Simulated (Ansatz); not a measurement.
# MgPd: the cost of one run

Program: Ansatz 0.2.0. Level of theory: DFT PBEsol, scalar-relativistic, plane waves, PAW. These are calculated values, not measurements.

## (1) The starting structure

Symmetry: Pm-3m, No. 221, cubic system. Conventional cell: a = 3.160 Å, b = 3.160 Å, c = 3.160 Å, α = 90.00°, β = 90.00°, γ = 90.00°. Around Mg (site symmetry m-3m) lie 8 Pd at 2.74 Å. Around Pd (site symmetry m-3m) lie 8 Mg at 2.74 Å.

Coordinates:

```cif
data_structure
_symmetry_space_group_name_H-M 'Pm-3m'
_symmetry_Int_Tables_number 221
_cell_length_a 3.1600
_cell_length_b 3.1600
_cell_length_c 3.1600
_cell_angle_alpha 90.000
_cell_angle_beta 90.000
_cell_angle_gamma 90.000
_cell_volume 31.55
loop_
_atom_site_label
_atom_site_type_symbol
_atom_site_symmetry_multiplicity
_atom_site_Wyckoff_symbol
_atom_site_fract_x
_atom_site_fract_y
_atom_site_fract_z
_atom_site_occupancy
Mg1 Mg 1 a 0.00000 0.00000 0.00000 1
Pd1 Pd 1 b 0.50000 0.50000 0.50000 1
```

The cell is taken as given, not relaxed at this level.

## (2) Zero of the scan

input.yaml

```yaml
crystal:
  lattice:
    - [3.16, 0.0, 0.0]
    - [0.0, 3.16, 0.0]
    - [0.0, 0.0, 3.16]
  atoms:
    - { symbol: Mg, position: [0.0, 0.0, 0.0] }
    - { symbol: Pd, position: [0.5, 0.5, 0.5] }
basis:
  ecutwfc: 420
kpoints:
  mp_grid: { grid: [16, 16, 16] }
hamiltonian:
  xc: pbesol
scf:
  occupations: { method: gaussian, width: 0.15 }
output:
  forces: true
  stress: true
  eigenvalues: true
  write_density: true
  write_potential: true
  elf: true
  volumetric_format: npy
```

Launch:

```bash
$ ansatz run input.yaml --threads 1 --pin off --max-ram 2560MiB --backend cpu --events-out ev --progress --plain --runs-dir out
```

**Question.** How long does this run take on 1 thread of Arm Neoverse V1, shared host, and how much memory does it need?

About 5.5 s, with a peak of 0.34 GiB.
